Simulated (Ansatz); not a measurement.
Run this with Ansatz 0.2.0 through its Python package and show what comes out.

The script, `formation.py`:
```python
# -*- coding: utf-8 -*-
"""Formation energy of PbAu3 from the elements, after relaxing cells and atoms."""

from collections import Counter
import warnings

import ansatz as az
from ase import Atoms
import numpy as np


def solve(name, crystal):
    calc = (
        crystal.calculation()
        .functional(az.Functional.PBESOL)
        .basis(460)
        .kpoints(spacing=0.33)
        .occupations("fermi_dirac", width=0.1)
        .stress()
    )
    calc = calc.relax(force_tolerance=0.03, cell=True)
    return calc.run()


def counts(outcome):
    return Counter(site.symbol for site in outcome.lattice.sites)

def formation_energy(outcome, mu):
    n = counts(outcome)
    return (outcome.report["energy_sigma0_ev"] - sum(k * mu[element] for element, k in n.items())) / sum(n.values())


def volume_per_atom(outcome):
    return abs(np.linalg.det(outcome.lattice.cell_ang)) / len(outcome.lattice.sites)


def main():
    warnings.simplefilter("ignore", az.DeckWarning)

    phases = {}
    atoms = Atoms(
        ["Pb", "Au", "Au", "Au"],
        scaled_positions=[
            (0.5, 0.5, 0.5),
            (0.75, 0.75, 0.75),
            (0.25, 0.25, 0.25),
            (0.0, 0.0, 0.0),
        ],
        cell=[
            (0.0, 3.481996, 3.481996),
            (3.481996, 0.0, 3.481996),
            (3.481996, 3.481996, 0.0),
        ],
        pbc=True,
    )
    pbau3 = az.Crystal.from_ase(atoms)
    phases["PbAu3"] = pbau3
    pb = (
        az.Lattice.fcc(4.95004)
        .space_group(225)
        .atom("Pb", (0.0, 0.0, 0.0))
        .primitive()
    )
    phases["Pb"] = pb
    au = (
        az.Lattice.fcc(4.07)
        .space_group(225)
        .atom("Au", (0.0, 0.0, 0.0))
        .primitive()
    )
    phases["Au"] = au

    done = {}
    for name, crystal in phases.items():
        done[name] = solve(name, crystal)
        print(f"{name}: {done[name].report['energy_sigma0_ev']:.4f} eV, {len(done[name].lattice.sites)} atoms")

    # energy of one atom in its reference phase
    references = {"Pb": "Pb", "Au": "Au"}
    mu = {element: done[name].report["energy_sigma0_ev"] / len(done[name].lattice.sites) for element, name in references.items()}

    target = done["PbAu3"]
    heat = formation_energy(target, mu)
    n = counts(target)
    print("cell content:", dict(n), " volume", round(volume_per_atom(target), 3), "A^3/atom")
    print("formation energy", round(heat, 4), "eV/atom,", round(heat * sum(n.values()), 4), "eV per cell")
    print("bound against the elements" if heat < 0 else "unbound against the elements")


if __name__ == "__main__":
    main()
```

Running `python formation.py` prints:
```text
PbAu3: -50775.8242 eV, 4 atoms
Pb: -11754.9550 eV, 1 atoms
Au: -13007.1242 eV, 1 atoms
cell content: {<Element.PB: 'Pb'>: 1, <Element.AU: 'Au'>: 3}  volume 19.782 A^3/atom
formation energy 0.1258 eV/atom, 0.5032 eV per cell
unbound against the elements
```

Caveats:
- Total energies depend on the potentials; only differences at equal settings carry meaning.
- For the metals among these phases the mesh is modest: differences between phases can be off by up to 40 meV an atom.
- Spin-orbit coupling, which matters for elements this heavy, is left out.
- The cells come from databases of deposited and of computed structures, and not all need be stable phases.
- The compound is the structure given, not necessarily its lowest; energies are at zero temperature, with no correction for gases. A semilocal functional's error on such energies is often 0.05 to 0.1 eV an atom, and 0.1 to 0.3 eV against gases such as O2 or F2.
- The whole script took 14 s on 1 thread of Arm Neoverse V2 (shared host), peak memory 0.44 GiB.

(A comment or docstring line of the script was reworded after the run, the code is as it ran; lines on the test bed's own set-up are left out of the output.)
